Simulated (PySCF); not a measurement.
# WO(OH)₂: relaxation and vibrations of the singlet

Aim: relax WO(OH)₂ as a singlet from a trigonal pyramidal start, check by its vibrations whether the end is a minimum, and collect its spectrum and constants.

Computed with PySCF 2.14.0. Level: PBE0, basis W def2-TZVP with ECP60, O def2-TZVP, H def2-TZVP, scalar-relativistic core potentials, no spin–orbit coupling, density fitting.

## 1. The system as given

6 atoms, charge 0, spin multiplicity 1.

Bond lengths: W1–O2 1.770 Å, W1–O3 2.000 Å, W1–O4 2.000 Å, O3–H5 0.960 Å, O4–H6 0.960 Å. Angles: O2–W1–O3 99.8°, O2–W1–O4 99.8°, O3–W1–O4 99.8°, W1–O3–H5 130.0°, W1–O4–H6 130.0°.

Coordinates in bohr (charge 0 multiplicity 1):
```
W     0.0000    0.0000    0.0000
O     2.9533    0.0000    1.5704
O    -1.6684    2.8900    1.7743
O    -1.6684   -2.8900    1.7743
H    -0.9798    4.4766    2.3217
H    -3.3868   -3.0869    2.3217
```

## 2. The SCF at the typed geometry

The steps below are one call of a driver around PySCF. For each, scf.py gives the equivalent set-up of the SCF; relaxations use the driver's own optimiser. After this first run the driver tries any further starts and a stability analysis.

File scf.py:

```python
from pyscf import gto, scf, dft
mol = gto.M(atom='''
W      0.000000     0.000000     0.000000
O      1.562800     0.000000     0.831000
O     -0.882900     1.529300     0.938900
O     -0.882900    -1.529300     0.938900
H     -0.518500     2.368900     1.228600
H     -1.792200    -1.633500     1.228600''',
    basis={'W': 'def2-TZVP', 'O': 'def2-TZVP', 'H': 'def2-TZVP'},
    ecp={'W': 'def2-TZVP'},
    charge=0, spin=0)
mf = dft.RKS(mol, xc='PBE0')
mf.grids.atom_grid = (50, 194)
aux = {'W': 'def2-universal-JKFIT', 'O': 'def2-universal-JKFIT', 'H': 'def2-universal-JKFIT'}
mf = mf.density_fit(auxbasis=aux)
mf.conv_tol = 1e-08
mf.diis_space = 10
mf.max_cycle = 60
mf.init_guess = 'minao'
mf.verbose = 4
mf.kernel()
```

Run with:

```console
$ OMP_NUM_THREADS=4 python axn.py task.json out
```

Output, cut to the lines that bear on the results:

```text
[... the frontier levels of the middle cycles are left out ...]
init E= -273.660115024966
  HOMO = -0.265784797735959  LUMO = -0.248278585759563  gap/eV = 0.47637
cycle= 1 E= -293.148672343774  delta_E= -19.5  |g|= 1.83  |ddm|= 8.26
  HOMO = -0.123045220161966  LUMO = -0.0850751095477621  gap/eV = 1.03322
cycle= 2 E= -283.197964465065  delta_E= 9.95  |g|= 6.42  |ddm|= 4.75
  HOMO = -0.114413247829781  LUMO = -0.0420684772734532  gap/eV = 1.96860
cycle= 3 E= -293.692536700386  delta_E= -10.5  |g|= 0.785  |ddm|= 4.21
cycle= 4 E= -293.599270839233  delta_E= 0.0933  |g|= 1.09  |ddm|= 1.12
cycle= 5 E= -293.814482610296  delta_E= -0.215  |g|= 0.235  |ddm|= 0.61
cycle= 6 E= -293.824767560939  delta_E= -0.0103  |g|= 0.127  |ddm|= 0.202
cycle= 7 E= -293.827462939789  delta_E= -0.0027  |g|= 0.0529  |ddm|= 0.0577
cycle= 8 E= -293.828065885572  delta_E= -0.000603  |g|= 0.00823  |ddm|= 0.0431
cycle= 9 E= -293.828082063623  delta_E= -1.62e-05  |g|= 0.00753  |ddm|= 0.0137
cycle= 10 E= -293.828096438668  delta_E= -1.44e-05  |g|= 0.00249  |ddm|= 0.00748
cycle= 11 E= -293.828102116262  delta_E= -5.68e-06  |g|= 0.000789  |ddm|= 0.0101
cycle= 12 E= -293.828103169224  delta_E= -1.05e-06  |g|= 0.000251  |ddm|= 0.00539
cycle= 13 E= -293.828103304485  delta_E= -1.35e-07  |g|= 0.000132  |ddm|= 0.00145
cycle= 14 E= -293.828103379346  delta_E= -7.49e-08  |g|= 7.32e-05  |ddm|= 0.00133
cycle= 15 E= -293.828103404899  delta_E= -2.56e-08  |g|= 4.05e-05  |ddm|= 0.000902
cycle= 16 E= -293.82810341066  delta_E= -5.76e-09  |g|= 2.35e-05  |ddm|= 0.000387
  HOMO = -0.197047435308878  LUMO = -0.105740726634035  gap/eV = 2.48458
Extra cycle  E= -293.82810341147  delta_E= -8.1e-10  |g|= 3.24e-05  |ddm|= 0.000109
converged SCF energy = -293.82810341147
```

This step, with its further starts and checks, ran for 14 s (4 threads of Arm Neoverse V2, shared host).

The starts that the driver tried:

| start | energy (Eh) |
| --- | --- |
| the minimal-basis guess | -293.828103 |
| a thermally smeared density | -293.828103 |
| a smeared PBE density | -293.828103 |

The test of internal stability and the other starts found no lower closed-shell solution.

## 3. Relaxing the singlet from the trigonal pyramidal start

The program finds C1 symmetry in the start.

scf.py, as its differences from that of step 2:

```diff
@@ -3,6 +3,6 @@
-W      0.000000     0.000000     0.000000
-O      1.562800     0.000000     0.831000
-O     -0.882900     1.529300     0.938900
-O     -0.882900    -1.529300     0.938900
-H     -0.518500     2.368900     1.228600
-H     -1.792200    -1.633500     1.228600''',
+W      0.023833    -0.003168    -0.195782
+O      1.586633    -0.003168     0.635218
+O     -0.859067     1.526132     0.743118
+O     -0.859067    -1.532468     0.743118
+H     -0.494667     2.365732     1.032818
+H     -1.768367    -1.636668     1.032818''',
@@ -19 +18,0 @@
-mf.init_guess = 'minao'
```

Energy and gradient, step by step:

| step | energy (Eh) | change (kJ/mol) | largest gradient (Eh/bohr) |
| --- | --- | --- | --- |
| 0 | -293.828103 | 0.00 | 0.16821 |
| 1 | -293.885008 | -149.40 | 0.06737 |
| 2 | -293.914051 | -225.66 | 0.04213 |
| 3 | -293.919470 | -239.88 | 0.02355 |
| 4 | -293.921082 | -244.12 | 0.01118 |
| 5 | -293.922197 | -247.04 | 0.01133 |
| 6 | -293.923547 | -250.59 | 0.00368 |
| 7 | -293.924300 | -252.56 | 0.01809 |
| 8 | -293.924825 | -253.94 | 0.00892 |
| 9 | -293.925215 | -254.97 | 0.00318 |
| 10 | -293.925411 | -255.48 | 0.01248 |
| 11 | -293.925615 | -256.02 | 0.00353 |
| 12 | -293.925676 | -256.18 | 0.00356 |
| 13 | -293.925744 | -256.36 | 0.00458 |
| 14 | -293.925793 | -256.48 | 0.00339 |
| 15 | -293.925846 | -256.62 | 0.00345 |
| 16 | -293.925837 | -256.60 | 0.00590 |
| 17 | -293.925876 | -256.70 | 0.00187 |
| 18 | -293.925881 | -256.72 | 0.00130 |
| 19 | -293.925890 | -256.74 | 0.00058 |
| 20 | -293.925895 | -256.75 | 0.00074 |
| 21 | -293.925900 | -256.77 | 0.00056 |
| 22 | -293.925902 | -256.77 | 0.00035 |
| 23 | -293.925903 | -256.77 | 0.00027 |

The walk took 60 s.

After 23 steps and 256.8 kJ/mol it ends at Cs: O–H 0.956 Å, O–H 0.959 Å, W–O 1.681 Å, W–O 1.850 Å, W–O 1.855 Å; H–O–W 131.0°, H–O–W 140.5°, O–W–O 112.9°, O–W–O 115.7°, O–W–O 131.4°.

## 4. Hessian and properties

On the finer grid the gradient is checked again; gradients at displacements of ±0.02 bohr then give force constants and infrared intensities.

scf.py, as its differences from that of step 3:

```diff
@@ -3,6 +3,6 @@
-W      0.023833    -0.003168    -0.195782
-O      1.586633    -0.003168     0.635218
-O     -0.859067     1.526132     0.743118
-O     -0.859067    -1.532468     0.743118
-H     -0.494667     2.365732     1.032818
-H     -1.768367    -1.636668     1.032818''',
+W      0.000842    -0.001338    -0.000177
+O      1.659580    -0.079540    -0.259469
+O     -0.709356     1.703584     0.168713
+O     -0.795815    -1.670865     0.065251
+H     -0.298090     2.569284     0.135069
+H     -1.660709    -2.061213     0.185523''',
@@ -13 +13 @@
-mf.grids.atom_grid = (50, 194)
+mf.grids.atom_grid = (75, 302)
@@ -16 +16 @@
-mf.conv_tol = 1e-08
+mf.conv_tol = 1e-10
```

This SCF starts from the last density.

SCF at the final geometry:

```text
init E= -293.925897595052
  HOMO = -0.210943150970802  LUMO = -0.066767115886293  gap/eV = 3.92323
cycle= 1 E= -293.925897595056  delta_E= -3.64e-12  |g|= 2.22e-06  |ddm|= 1.59e-06
  HOMO = -0.210943140246741  LUMO = -0.0667671662941878  gap/eV = 3.92323
Extra cycle  E= -293.925897595047  delta_E= 9.44e-12  |g|= 5.88e-06  |ddm|= 3.75e-06
converged SCF energy = -293.925897595047
```

The whole step took 2.4 min.

Geometry: Cs; O–H 0.956 Å, O–H 0.959 Å, W–O 1.681 Å, W–O 1.851 Å, W–O 1.855 Å; H–O–W 131.5°, H–O–W 139.6°, O–W–O 112.8°, O–W–O 115.8°, O–W–O 131.4°.

Modes, for the most abundant isotopes:

```csv
symmetry,ω (cm⁻¹),IR (km/mol)
a'',133,23.6
a',175,25.5
a',263,10.7
a',368,125
a'',401,4.3
a'',425,142
a',479,197
a',761,50.5
a',770,113
a',1075,135
a',3919,268
a',3952,261
```

Every mode is real; the point is a minimum.

Properties at this point:

```
Dipole moment                                                   : 3.27 D
Highest occupied level                                          : -5.74 eV
Lowest empty level                                              : -1.82 eV
Rotational constants                                            : 0.2534, 0.1647, 0.09983 cm⁻¹
Zero-point energy                                               : 76.1 kJ/mol
Principal polarisabilities                                      : 50.3, 54.1, 54.9 bohr³
Atomisation energy without zero-point energy                    : 2515 kJ/mol
Principal traceless quadrupole moments about the centre of mass : -7.07, -7.07, 14.14 D Å
Entropy at 298.15 K and 1 bar                                   : 329.9 J/(mol K)
Heat capacity Cp at 298.15 K                                    : 87.5 J/(mol K)
Enthalpy at 298.15 K above 0 K                                  : 18.12 kJ/mol
Rotational symmetry number                                      : 1
```

Charges (e) and bond orders:

```json
{"atom": "W1", "Mulliken": "1.01", "Löwdin": "0.52", "polar tensor": "1.37", "Mayer order to W1": "–"}
{"atom": "O2", "Mulliken": "-0.47", "Löwdin": "-0.28", "polar tensor": "-0.64", "Mayer order to W1": "2.22"}
{"atom": "O3", "Mulliken": "-0.63", "Löwdin": "-0.30", "polar tensor": "-0.72", "Mayer order to W1": "1.17"}
{"atom": "O4", "Mulliken": "-0.63", "Löwdin": "-0.29", "polar tensor": "-0.74", "Mayer order to W1": "1.15"}
{"atom": "H5,6", "Mulliken": "0.36", "Löwdin": "0.18", "polar tensor": "0.36", "Mayer order to W1": "0.02"}
```

Mulliken populations on W1 (outside its core potential): s 2.96, p 6.29, d 3.61, f 0.13.

## 5. Would spin polarisation lower it?

At the lowest minimum the closed shell is tested against spin polarisation, on the (50, 194) grid. It is stable.

## 6. What came out

```
                                 quantity                                                                                                                                  value
                                  minimum                                                                                                                            singlet, Cs
                                 geometry  O–H 0.956 Å, O–H 0.959 Å, W–O 1.681 Å, W–O 1.851 Å, W–O 1.855 Å; H–O–W 131.5°, H–O–W 139.6°, O–W–O 112.8°, O–W–O 115.8°, O–W–O 131.4°
                       wavenumbers (cm⁻¹)           133 (a''), 175 (a'), 263 (a'), 368 (a'), 401 (a''), 425 (a''), 479 (a'), 761 (a'), 770 (a'), 1075 (a'), 3919 (a'), 3952 (a')
                            dipole moment                                                                                                                                 3.27 D
     highest occupied, lowest empty level                                                                                                                        -5.74, -1.82 eV
                polar-tensor charge of W1                                                                                                                                +1.37 e
                        zero-point energy                                                                                                                            76.1 kJ/mol
                      entropy at 298.15 K                                                                                                                        329.9 J/(mol K)
atomisation energy (no zero-point energy)                                                                                                                            2515 kJ/mol
```

What this shows: From C1 at the start the molecule goes to a Cs minimum. The strongest infrared band lies at 3919 cm⁻¹ (a'). Other starts or spin states, not run here, may lie lower. Spin–orbit coupling, left out here, can matter for elements this heavy.

The search up to here ran for 3.7 min (4 threads of Arm Neoverse V2, shared host).
